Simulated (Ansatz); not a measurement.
# InH3: how energies converge with the basis set

One table from this session's results is given with a row withheld; the runs are named, their logs left out.

Method: one geometry, several basis sets; program: Ansatz 0.2.0, Gaussian basis.

Levels to be run: PBE0-D4/def2-SVP; ωB97M-V/def2-SVP; PBE0-D4/def2-QZVPP; ωB97M-V/def2-QZVPP; the functionals' def2-TZVPP values are taken from earlier runs.

**Structure used throughout**

The geometry comes from an earlier relaxation with PBE0-D4 in a triple-zeta def2 set; it is a stationary point. In takes the def2 core potential; no spin-orbit term is included.

SMILES `[InH3]`, 4 atoms, charge 0, spin multiplicity 1.

Atoms are counted from 1 here; the program's logs count them from 0.

Bond lengths: In1–H2 1.724 Å, In1–H3 1.724 Å, In1–H4 1.724 Å. Angles: H2–In1–H3 120.0°, H2–In1–H4 120.0°, H3–In1–H4 120.0°.

Set-up of the first run:

Contents of in.yaml:

```yaml
crystal:
  periodic: [false, false, false]
  atoms:
    - {symbol: In, position_ang: [0.013866, -0.015080, -0.005056]}
    - {symbol: H, position_ang: [0.415458, 1.515989, 0.678176]}
    - {symbol: H, position_ang: [-1.095589, -0.107258, -1.321445]}
    - {symbol: H, position_ang: [0.721766, -1.453951, 0.628025]}
basis:
  gaussian: {orbitals: def2-SVP}
hamiltonian: {xc: pbe0, dispersion: d4}
output: {orbitals: {seedname: orbitals}}
```

The run is started by

```
$ ansatz run in.yaml --threads 2 --pin off --events-out ev --progress --plain --max-ram 32768MiB --backend cpu
```

Steps of the session up to this table: PBE0-D4 in def2-SVP; ωB97M-V in def2-SVP; PBE0-D4 in def2-QZVPP; ωB97M-V in def2-QZVPP.

One table of the session follows, with a row left open; its other results are not shown here.

It belongs to the step «Functionals by basis». 

```
functional       basis  HOMO (eV)  LUMO (eV)
   PBE0-D4    def2-SVP      -8.14      -1.86
   PBE0-D4  def2-TZVPP          ?          ?
   PBE0-D4  def2-QZVPP      -8.18      -1.91
   ωB97M-V    def2-SVP     -10.28      -0.28
   ωB97M-V  def2-TZVPP     -10.37      -0.43
   ωB97M-V  def2-QZVPP     -10.38      -0.45
```

Q: Estimate the row for PBE0-D4, def2-TZVPP from the others.

The run gave: HOMO (eV): -8.17; LUMO (eV): -1.90. In the column «HOMO (eV)» it lies between PBE0-D4, def2-QZVPP (-8.18) and PBE0-D4, def2-SVP (-8.14).
